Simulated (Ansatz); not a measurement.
**H3SeO+ (SMILES [OH2+][SeH]): functionals against CCSD(T) at one geometry**

An exercise on one series of results from a longer session: the logs are not shown, and one member is left open.

Program: Ansatz 0.2.0, Gaussian basis. Level of theory: single points in def2-TZVPP. These are calculated values, not measurements.

Correlated methods freeze the cores. Filled d shells of the heavier atoms are correlated.

## The starting structure

SMILES `[OH2+][SeH]`, 5 atoms, charge 1, spin multiplicity 1.

Atoms are counted from 1 here; the program's logs count them from 0.

Bond lengths: O1–Se2 2.064 Å, O1–H3 0.964 Å, O1–H4 0.977 Å, Se2–H5 1.422 Å. Angles: Se2–O1–H3 116.2°, Se2–O1–H4 116.9°, H3–O1–H4 109.1°, O1–Se2–H5 88.9°.

Geometry (Å):

```xyz
5

O    -0.39780   -0.52530    0.05430
Se    1.10520    0.88610    0.14960
H    -0.84600   -0.72590    0.88330
H    -0.19080   -1.36050   -0.40810
H     0.29880    1.75760   -0.63360
```

Set-up of the first run:

run/in.yaml

```yaml
crystal:
  periodic: [false, false, false]
  atoms:
    - {symbol: O, position_ang: [-0.397800, -0.525300, 0.054300]}
    - {symbol: Se, position_ang: [1.105200, 0.886100, 0.149600]}
    - {symbol: H, position_ang: [-0.846000, -0.725900, 0.883300]}
    - {symbol: H, position_ang: [-0.190800, -1.360500, -0.408100]}
    - {symbol: H, position_ang: [0.298800, 1.757600, -0.633600]}
basis:
  gaussian: {orbitals: def2-TZVPP}
total_charge: 1
correlation: {method: ccsd_t}
output: {forces: true}
```

No record of the launch command was kept for these runs.

Steps of the session up to this table: CCSD(T)/def2-TZVPP; PBE0-D4/def2-TZVPP; wB97M-V/def2-TZVPP; r2SCAN-D4/def2-TZVPP; PBE-D4/def2-TZVPP; HSE06-D4/def2-TZVPP; wB97X-V/def2-TZVPP.

One table of the session follows, with a row left open; its other results are not shown here.

```
   method  RMS force component (eV/Å)  angle to CCSD(T) forces (°)
  CCSD(T)                       0.672                    reference
  PBE0-D4                       0.724                          4.2
  wB97M-V                           ?                            ?
r2SCAN-D4                       0.707                          6.0
   PBE-D4                       0.802                         19.1
 HSE06-D4                       0.725                          4.1
  wB97X-V                       0.700                          3.8
```

**Question.** Estimate the row for wB97M-V.

**Answer.** RMS force component (eV/Å): 0.669; angle to CCSD(T) forces (°): 3.6. In the column «RMS force component (eV/Å)» it is the lowest.
